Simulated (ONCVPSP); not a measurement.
# Ta: generating and testing an ONCV potential

Task: generate the file, and judge it by its errors in other configurations, its logarithmic derivatives, its ghosts and its cutoff.

Program: ONCVPSP 4.0.1. Reference atom: BLYP, scalar-relativistic, spherical and spin-unpolarised. All values are calculated.

### 1 The atom and the settings

Typed settings, in words:

* element: tantalum (Ta, Z = 73)
* type: optimised norm-conserving Vanderbilt (ONCV)
* frozen core: [Xe] 4f14
* valence charge: 5
* reference configuration: 5d3 6s1.75 (charge +0.25)
* partial waves: 6s: rc 2.70 bohr, ncon 4, nbas 8, qcut 2.3 1/bohr, 2 projectors, debl 3.3 Ha; p scattering state at 0.11 Ha: rc 2.60 bohr, ncon 3, nbas 7, qcut 3.2 1/bohr, 2 projectors, debl 1.9 Ha; 5d: rc 2.60 bohr, ncon 5, nbas 10, qcut 5.5 1/bohr, 2 projectors, debl 2.9 Ha
* local potential: polynomial inside 2.40 bohr (lpopt 5, dvloc0 4 Ha)
* core correction: polynomial model core, fcfact 0.45

The nodes and maxima of the atom's own shells, from an earlier all-electron run, set the scale for the radii.

All-electron outer shells of the reference configuration (BLYP, scalar-relativistic, ld1.x):

```json
{"shell": "4f", "level (eV)": "-26.14", "outermost node (bohr)": "–", "outermost maximum (bohr)": "0.44"}
{"shell": "6s", "level (eV)": "-6.81", "outermost node (bohr)": "1.32", "outermost maximum (bohr)": "2.74"}
{"shell": "5d", "level (eV)": "-5.08", "outermost node (bohr)": "0.65", "outermost maximum (bohr)": "1.58"}
{"shell": "6p", "level (eV)": "-2.53", "outermost node (bohr)": "1.59", "outermost maximum (bohr)": "3.80"}
```

### 2 Generating the potential

Ta.dat

```
# ATOM AND REFERENCE CONFIGURATION
# atsym  z   nc   nv     iexc    psfile
  Ta 73.00   12    2  -106131      upf
#
#   n    l    f
    1    0    2.00
    2    0    2.00
    2    1    6.00
    3    0    2.00
    3    1    6.00
    3    2   10.00
    4    0    2.00
    4    1    6.00
    4    2   10.00
    4    3   14.00
    5    0    2.00
    5    1    6.00
    5    2    3.00
    6    0    1.75
#
# PSEUDOPOTENTIAL AND OPTIMIZATION
# lmax
    2
#
#   l,   rc,      ep,       ncon, nbas, qcut
    0    2.70    0.00    4    8    2.30
    1    2.60    0.11    3    7    3.20
    2    2.60    0.00    5   10    5.50
#
# LOCAL POTENTIAL
# lloc, lpopt,  rc(5),   dvloc0
    4    5    2.40    4.00
#
# VANDERBILT-KLEINMAN-BYLANDER PROJECTORs
# l, nproj, debl
    0    2    3.30
    1    2    1.90
    2    2    2.90
#
# MODEL CORE CHARGE
# icmod, fcfact, rcfact
    1    0.45    0.00
#
# LOG DERIVATIVE ANALYSIS
# epsh1, epsh2, depsh
   -2.00    5.00    0.02
#
# OUTPUT GRID
# rlmax, drl
    6.00    0.01
#
# TEST CONFIGURATIONS
# ncnf
    4
# nvcnf
#   n    l    f
    2
    5    2    3.00
    6    0    2.00
#
    2
    5    2    3.00
    6    0    1.00
#
    2
    5    2    3.00
    6    0    0.00
#
    3
    5    2    3.00
    6    0    1.00
    6    1    1.00
#
```

The run is started by

```console
oncvpsp.x < Ta.dat > Ta.out
```

What does the calculation give? Wanted: cutoffs for 1 and 0.1 mHa per electron, occupied waves; bound ghosts; GHOST(+) flags; largest test error; largest phase difference near zero energy, channels read; rms error of d²Exc/dn², without and with the model core; projector energies reset by the program.

**Answer**, as computed:

| quantity | value |
| --- | --- |
| cutoffs for 1 and 0.1 mHa per electron, occupied waves | 11 Ha and 18 Ha |
| bound ghosts | none found |
| GHOST(+) flags | none at low energy |
| largest test error (AE − PS) | -27 meV, for 5d3 6s0 |
| largest phase difference near zero energy, channels read | 0.016 rad |
| rms error of d²Exc/dn², without and with the model core | 9.94 and 1.54 mHa |
| projector energies reset by the program | p: 0.050, 1.950 Ha |

What this shows: By total energies transferability is fair: the largest error is 27 meV on 21.9 eV, for 5d3 6s0. By its cutoff, 11 Ha for the looser tolerance, it is soft on the atom at that tolerance. At the looser tolerance the 5d wave is the slowest; 6s needs 3 Ha. It is free of bound ghosts as far as tested. Near zero energy the phases of the channels with partial waves agree within 0.016 rad. All of this concerns the isolated atom, not yet a solid.
